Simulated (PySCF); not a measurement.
# C3H9FN2Si: reorganisation energies

What do calculations give for the reorganisation energies of C3H9FN2Si (`N[SiH2]/N=C/CCF`)?

Computed with PySCF 2.14.0 and routines of our own; the level stands in each step. Atoms count from 0.

### Step 1. The system as given

16 atoms, charge 0, multiplicity 1; geometry from: GFN2-xTB.

### Step 2. Relaxing the molecule at PBE0/def2-SV(P)

The job: settings as JSON, then the geometry in Å.

```
{"job": {"xc": "PBE0", "basis": "def2-SV(P)", "grid": 1, "kind": "geom"}, "charge": 0, "multiplicity": 1}
N      2.996913     0.760803     0.505281
Si     2.297897    -0.543317    -0.376963
N      0.662142    -0.510485     0.173301
C     -0.434976    -0.433953    -0.411839
C     -1.733069    -0.467961     0.333886
C     -2.606372     0.724939    -0.037035
F     -3.843336     0.606154     0.548008
H      3.995511     0.878339     0.462654
H      2.674910     0.909325     1.448433
H      2.724263    -1.907709    -0.040927
H      2.562465    -0.246278    -1.787020
H     -0.541608    -0.340881    -1.503270
H     -1.542741    -0.479339     1.407304
H     -2.268149    -1.383393     0.063552
H     -2.176004     1.665141     0.321272
H     -2.775444     0.777560    -1.118048
```

Command:

```console
$ OMP_NUM_THREADS=1 python excited_run.py task.json out
```

The driver reads the jobs from task.json and runs them one after another.

The program printed:

```text
step   0  E = -617.73290414  max force = 0.016465
step   1  E = -617.73716576  max force = 0.003945
step   2  E = -617.73753205  max force = 0.004709
step   3  E = -617.73747109  max force = 0.007650
step   4  E = -617.73785820  max force = 0.002852
step   5  E = -617.73796497  max force = 0.001296
step   6  E = -617.73809801  max force = 0.000875
step   7  E = -617.73818104  max force = 0.001836
step   8  E = -617.73828721  max force = 0.002593
step   9  E = -617.73836546  max force = 0.002199
step  10  E = -617.73839830  max force = 0.000934
step  11  E = -617.73842653  max force = 0.000652
step  12  E = -617.73844492  max force = 0.000642
step  13  E = -617.73846587  max force = 0.000602
step  14  E = -617.73847847  max force = 0.000381
optimisation converged
```

Run time: 73 s. Hardware: 1 thread of Arm Neoverse V2, shared host; peak memory 0.55 GiB.

Along the way: (the energy doesn't fall at every step)

| step | energy from step 0 (eV) | largest force component (eV/Å) |
| --- | --- | --- |
| 0 | 0.0000 | 0.8467 |
| 1 | -0.1160 | 0.2029 |
| 2 | -0.1259 | 0.2421 |
| 3 | -0.1243 | 0.3934 |
| 4 | -0.1348 | 0.1467 |
| 5 | -0.1377 | 0.0666 |
| 6 | -0.1413 | 0.0450 |
| 7 | -0.1436 | 0.0944 |
| 8 | -0.1465 | 0.1333 |
| 9 | -0.1486 | 0.1131 |
| 10 | -0.1495 | 0.0480 |
| 11 | -0.1503 | 0.0335 |
| 12 | -0.1508 | 0.0330 |
| 13 | -0.1513 | 0.0310 |
| 14 | -0.1517 | 0.0196 |

Distances of close pairs at the start and the end, largest changes first:

| bond | before (Å) | after (Å) | change (Å) |
| --- | --- | --- | --- |
| Si1–H10 | 1.465 | 1.505 | +0.040 |
| Si1–H9 | 1.468 | 1.500 | +0.032 |
| Si1–N2 | 1.726 | 1.752 | +0.026 |
| C3–H11 | 1.101 | 1.118 | +0.017 |
| N2–C3 | 1.246 | 1.263 | +0.017 |
| C4–H13 | 1.094 | 1.106 | +0.012 |
| C4–H12 | 1.090 | 1.102 | +0.012 |
| C5–H15 | 1.095 | 1.107 | +0.011 |

The final coordinates are the input of the step that follows.

| at the end point | value |
| --- | --- |
| point group (found at 0.08 Å tolerance) | C1 |
| rotational constants (GHz, main isotopes) | 6.774, 0.672, 0.637 |
| dipole moment (D) | 2.20 |

### Step 3. Relaxation after adding or removing an electron (C3H9FN2Si+ (doublet)): UKS PBE0/def2-SV(P)

The job: settings as JSON, then the geometry in Å.

```
{"job": {"kind": "ionopt", "ions": [1], "xc": "PBE0", "basis": "def2-SV(P)", "grid": 1}, "charge": 1, "multiplicity": 2}
N      3.101065     0.777901     0.553861
Si     2.210762    -0.514813    -0.152665
N      0.561480    -0.457490     0.435365
C     -0.488677    -0.401590    -0.263284
C     -1.867278    -0.317979     0.327265
C     -2.470627     1.062997     0.129552
F     -3.761941     1.080335     0.584582
H      3.765740     1.313750     0.006939
H      3.268026     0.849320     1.552300
H      2.685144    -1.889671     0.214537
H      2.327130    -0.322889    -1.640951
H     -0.466464    -0.379613    -1.380744
H     -1.816080    -0.553818     1.402328
H     -2.529727    -1.052370    -0.168278
H     -1.889891     1.820674     0.686365
H     -2.475749     1.344107    -0.940808
```

Method: UKS PBE0/def2-SV(P) geometry optimisation of the ion from the geometry of its parent, gas phase.

The program printed:

```text
step       E/Eh        max force   <S^2>
  0    -617.41252549   0.047568   0.7612
  1    -617.42214672   0.049192   0.7592
  2    -617.43378127   0.018373   0.7600
  3    -617.43686525   0.012478   0.7601
  4    -617.43918756   0.010148   0.7604
  5    -617.44080320   0.009780   0.7605
  6    -617.44229658   0.007195   0.7604
  7    -617.44250095   0.003836   0.7605
  8    -617.44260375   0.001275   0.7604
  9    -617.44265075   0.001165   0.7604
 10    -617.44267223   0.001914   0.7603
 11    -617.44269085   0.002073   0.7603
 12    -617.44270711   0.001373   0.7603
 13    -617.44272207   0.000710   0.7603
 14    -617.44272619   0.000462   0.7604
 15    -617.44272121   0.000827   0.7604
 16    -617.44272500   0.000701   0.7604
 17    -617.44273030   0.000185   0.7604
optimisation converged
```

Wall time 2.6 min (1 thread of Arm Neoverse V2, shared host); peak memory 0.59 GiB.

Key values:

| quantity | value |
| --- | --- |
| geometry moved (RMSD) | 0.568 Å |
| ⟨S²⟩ | 0.760 |

Bonds of the start that changed most:

| bond | start (Å) | end (Å) |
| --- | --- | --- |
| Si1–N2 | 1.752 | 1.862 |
| N0–Si1 | 1.721 | 1.681 |
| Si1–H10 | 1.505 | 1.485 |
| N2–C3 | 1.263 | 1.244 |
| Si1–H9 | 1.500 | 1.483 |
| C5–F6 | 1.369 | 1.353 |

Mulliken spin populations:

N0 0.00; Si1 -0.04; N2 0.92; C3 -0.15; C4 0.09; C5 0.00; F6 0.01; H7 0.00; H8 0.00; H9 0.03; H10 0.05; H11 0.10; H12 0.00; H13 0.00; H14 0.00; H15 0.00

### Step 4. Reorganisation energies: UKS PBE0/def2-SV(P)

Settings changed since step 3:

```diff
@@ -1,2 +1,2 @@
-{"job": {"kind": "ionopt", "ions": [1], "xc": "PBE0", "basis": "def2-SV(P)", "grid": 1}, "charge": 1, "multiplicity": 2}
+{"job": {"kind": "reorg", "ions": [1], "xc": "PBE0", "basis": "def2-SV(P)", "grid": 1}, "charge": 0, "multiplicity": 1}
 N      3.101065     0.777901     0.553861
```

Level: UKS PBE0/def2-SV(P) four-point reorganisation energy, gas phase.

The program printed:

```text
final grid: 59744 points
cycle   1  E = -617.6395216680  dE =  6.114e-01  |g| = 6.920e-01  |ddm| = 3.876e+00
cycle   2  E = -617.4991653661  dE =  1.404e-01  |g| = 1.072e+00  |ddm| = 1.822e+00
cycle   3  E = -617.7329348861  dE = -2.338e-01  |g| = 1.527e-01  |ddm| = 1.234e+00
cycle   4  E = -617.7377959483  dE = -4.861e-03  |g| = 5.593e-02  |ddm| = 1.735e-01
cycle   5  E = -617.7384452766  dE = -6.493e-04  |g| = 1.153e-02  |ddm| = 5.703e-02
cycle   6  E = -617.7384756088  dE = -3.033e-05  |g| = 3.384e-03  |ddm| = 1.485e-02
cycle   7  E = -617.7384784125  dE = -2.804e-06  |g| = 4.767e-04  |ddm| = 4.165e-03
cycle   8  E = -617.7384784592  dE = -4.666e-08  |g| = 1.984e-04  |ddm| = 6.506e-04
cycle   9  E = -617.7384784683  dE = -9.109e-09  |g| = 3.874e-05  |ddm| = 2.638e-04
cycle  10  E = -617.7384784686  dE = -3.334e-10  |g| = 1.066e-05  |ddm| = 5.079e-05
converged SCF energy = -617.7384784686

hole transfer: vertical 8.8180 eV, relaxation of the ion converged
  adiabatic 8.0477 eV, lambda(ion) 0.7703, lambda(parent) 0.8509, total 1.6212 eV
```

Wall time 4.1 s (1 thread of Arm Neoverse V2, shared host); peak memory 0.59 GiB.

### Step 5. What came out

| quantity | value |
| --- | --- |
| point group | C1 |
| rotational constants (main isotopes) | 6.77, 0.67, 0.64 GHz |
| geometry moved (RMSD) (step 3, UKS PBE0/def2-SV(P)) | 0.568 Å |
| hole reorganisation energy (step 4, UKS PBE0/def2-SV(P)) | 1.6212 eV |

**Reading.** Over 14 steps the energy fell by 0.152 eV; of the close pairs, Si1–H10 changed most, 1.465 to 1.505 Å. In step 3 (relaxation after adding or removing an electron), among the bonds Si1–N2 changes most, from 1.752 to 1.862 Å. The atoms move far more than that, so angles or torsions carry the main change.
